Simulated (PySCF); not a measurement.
# CH9NOSi2: the cost of one run

The runs use PySCF 2.14.0, with density-fitted response routines of our own; the level of theory stands in each step. All values are computed, except where a source is named. Atoms are numbered from 0 throughout.

## 1. Starting geometry

14 atoms, charge 0, multiplicity 1; geometry from: GFN2-xTB. The atoms were then displaced at random by about 0.01 Å, so the start is not that level's minimum.

Bonds of the start (Å): C0–Si1 1.93, Si1–O2 1.64, Si1–Si3 2.26, Si3–N4 1.73, C0–H5 1.05, C0–H6 1.09, C0–H7 1.09, Si1–H8 1.46, O2–H9 0.97, Si3–H10 1.47, Si3–H11 1.49, N4–H12 1.02, N4–H13 1.02.

## 2. Optimising the geometry at PBE0-D3(BJ)/def2-SVP

Job settings and geometry (Å):

```
{"job": {"xc": "PBE0", "basis": "def2-SVP", "d3": "d3bj", "grid": 1, "shake": 0.01, "kind": "geom"}, "charge": 0, "multiplicity": 1}
C      2.055300    -0.223720     0.399930
Si     0.598420     0.254080    -0.778940
O      0.218390     1.846460    -0.620960
Si    -1.347920    -0.810350    -0.357480
N     -2.051120    -0.149400     1.079790
H      2.284800    -1.244920     0.305910
H      2.946560     0.370700     0.185000
H      1.782620    -0.009790     1.428280
H      1.131910     0.067540    -2.122170
H      0.908270     2.522120    -0.649530
H     -1.246810    -2.243070    -0.028070
H     -2.299180    -0.758970    -1.500950
H     -2.942650    -0.497240     1.444880
H     -2.045760     0.861470     1.206560
```

The run is started by

```bash
OMP_NUM_THREADS=1 python probes_run.py task.json out
```

One launch serves the whole session: the jobs run in the order shown.

Q: Estimate the wall time and peak memory of this first job on 1 thread of Arm Neoverse V1, shared host.

About 55 s, with a peak of 0.51 GiB.
